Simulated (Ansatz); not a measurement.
Ba2Tl5V3O12:

```xyz
22
Lattice="4.2370 2.4462 6.1284 -4.2370 2.4462 6.1284 0.0000 -4.8924 6.1284" Properties=species:S:1:pos:R:3 pbc="T T T"
Ba    0.0000    0.0000    9.1926
Ba    0.0000    0.0000    0.0000
V     0.0000    2.4462    6.1284
V    -2.1185   -1.2231    6.1284
V     2.1185   -1.2231    6.1284
Tl    0.0000   -2.4462    3.0642
Tl    2.1185    1.2231    3.0642
Tl   -2.1185    1.2231    3.0642
Tl    0.0000    0.0000   13.6133
Tl    0.0000    0.0000    4.7719
O     2.6932   -0.0671    7.4143
O    -1.2885    2.3659    7.4143
O    -1.4047   -2.2988    7.4143
O    -1.4047    2.2988   10.9708
O     2.6932    0.0671   10.9708
O    -1.2884   -2.3659   10.9708
O    -2.6932    0.0671   10.9708
O     1.2884   -2.3659   10.9708
O     1.4047    2.2988   10.9708
O     1.4047   -2.2988    7.4143
O    -2.6932   -0.0671    7.4143
O     1.2885    2.3659    7.4143
```

The cell was built by a generator and needn't be a form met in nature.

```yaml
Program: Ansatz 0.2.0
Task: relaxation of cell and atoms
Functional: PBE
Dispersion: D3(BJ)
Potentials_or_basis: Ansatz PAW
Cutoff: "420 eV (not typed: the program's choice for these potentials)"
k_mesh: 3 × 3 × 3
Occupations: fermi-dirac, width 0.05 eV
Spin: collinear spin, ferromagnetic start
Starting_moments: "[0.0, 0.0, 2.0, 2.0, 2.0, 0.0, 0.0, 0.0, 0.0, 0.0, 0.0, 0.0, 0.0, 0.0, 0.0, 0.0, 0.0, 0.0, 0.0, 0.0, 0.0, 0.0] μB"
```

At the start: volume 17.32 Å³/atom.

Task: Where does the relaxation end?

Result: It ends after 8 steps and the volume is 16.68 Å³/atom (-3.7 %); space group R-3m (No. 166, to 0.05 Å); moment 1.14 μB per cell.

The path:
| step | energy change (eV) | largest force (eV/Å) | volume (Å³) |
| --- | --- | --- | --- |
| 1 | 0.0000 | 0.0182 | 381.11 |
| 2 | -0.0617 | 0.1462 | 357.39 |
| 3 | -0.1119 | 0.0262 | 369.16 |
| 4 | -0.1157 | 0.0159 | 368.25 |
| 5 | -0.1175 | 0.0090 | 367.74 |
| 6 | -0.0886 | 0.0083 | 367.74 |
| 7 | -0.0907 | 0.0021 | 367.03 |
| 8 | -0.0893 | 0.0021 | 367.03 |

Final structure:
```
Ba V Tl O
1.0
     4.17651    2.41131    6.07421
    -4.17651    2.41131    6.07421
     0.00000   -4.82262    6.07421
Ba V Tl O
2 3 5 12
Direct
  0.50000 0.50000 0.50000
  0.00000 0.00000 0.00000
  0.50000 0.50000 0.00000
  0.00000 0.50000 0.50000
  0.50000 0.00000 0.50000
  0.00000 0.00000 0.50000
  0.50000 0.00000 0.00000
  0.00000 0.50000 0.00000
  0.74081 0.74081 0.74081
  0.25919 0.25919 0.25919
  0.71767 0.08399 0.40953
  0.40953 0.71767 0.08399
  0.08399 0.40953 0.71767
  0.59047 0.91601 0.28233
  0.91601 0.28233 0.59047
  0.28233 0.59047 0.91601
  0.28233 0.91601 0.59047
  0.59047 0.28233 0.91601
  0.91601 0.59047 0.28233
  0.40953 0.08399 0.71767
  0.08399 0.71767 0.40953
  0.71767 0.40953 0.08399
```

Caveat: the plane-wave basis is chosen anew once the cell has moved, so the energies of steps on either side of that aren't comparable; the pressure holds a Pulay correction of +0.4 GPa for the finite cutoff; pairwise dispersion overbinds metals, which lowers pressure and volume.
